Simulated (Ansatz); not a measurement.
# MnO2: the cost of one run

Program: Ansatz 0.2.0. Level of theory: DFT PBEsol+U (U_eff = 4 eV on Mn d, around-mean-field double counting), plane waves, PAW. These are calculated values, not measurements.

3 further runs of the same task are left out: 3 that didn't finish.

## (1) The structure to begin with

It takes space group P4_2/mnm (No. 136, tetragonal). Conventional cell: a = 4.396 Å, b = 4.396 Å, c = 2.871 Å, α = 90.00°, β = 90.00°, γ = 90.00°. Mn (site symmetry mmm) has 6 O at 1.88 to 1.89 Å as nearest neighbours. O (site symmetry m2m) is surrounded by 3 Mn at 1.88 to 1.89 Å.

Coordinates:

```xyz
6
Lattice="4.3960 0.0000 0.0000 0.0000 4.3960 0.0000 0.0000 0.0000 2.8710" Properties=species:S:1:pos:R:3 pbc="T T T"
Mn    0.0000    0.0000    0.0000
Mn    2.1980    2.1980    1.4355
O     1.3276    1.3276    0.0000
O     0.8704    3.5256    1.4355
O     3.0684    3.0684    0.0000
O     3.5256    0.8704    1.4355
```

An earlier series on this cell reached its lowest free state from «total moment held at first, then free, 3.00 μB per cell», perhaps among other starts.

## (2) Total moment locked, 1.50 μB per cell

Contents of input.yaml:

```yaml
crystal:
  lattice:
    - [4.39599877, 0.0, 0.0]
    - [0.0, 4.39599877, 0.0]
    - [0.0, 0.0, 2.87099919]
  atoms:
    - { symbol: Mn, position: [0.0, 0.0, 0.0], spin: 0.75 }
    - { symbol: Mn, position: [0.5, 0.5, 0.5], spin: 0.75 }
    - { symbol: O, position: [0.302, 0.302, 0.0] }
    - { symbol: O, position: [0.198, 0.802, 0.5] }
    - { symbol: O, position: [0.698, 0.698, 0.0] }
    - { symbol: O, position: [0.802, 0.198, 0.5] }
basis:
  ecutwfc: 420
  ecutrho_ratio: 4
kpoints:
  mp_grid: { grid: [4, 4, 7] }
hamiltonian:
  xc: pbesol
  hubbard:
    sites: [{ site: 0, l: d, u_eff: 4.0 }, { site: 1, l: d, u_eff: 4.0 }]
    double_counting: amf
scf:
  occupations: { method: gaussian, width: 0.05 }
  lower_state_search: "off"
  max_iter: 150
output:
  forces: true
  stress: true
  eigenvalues: true
  populations: true
  hubbard: { sites: [{ site: 0, l: d }, { site: 1, l: d }] }
magnetization:
  spin_polarized: true
  initial_magnetization: 1.5
  spin_locking: { lock_magnetization: hard }
```

The lock stays on to the end, so the result is a constrained state.

Command:

```sh
ansatz run input.yaml --threads 4 --pin off --max-ram 6144MiB --backend cpu --events-out ev --progress --plain --runs-dir out
```

Q: Estimate wall time and peak memory on 4 threads of Intel Xeon Platinum 8488C (Sapphire Rapids), shared host.

About 2.9 s, with a peak of 0.49 GiB.
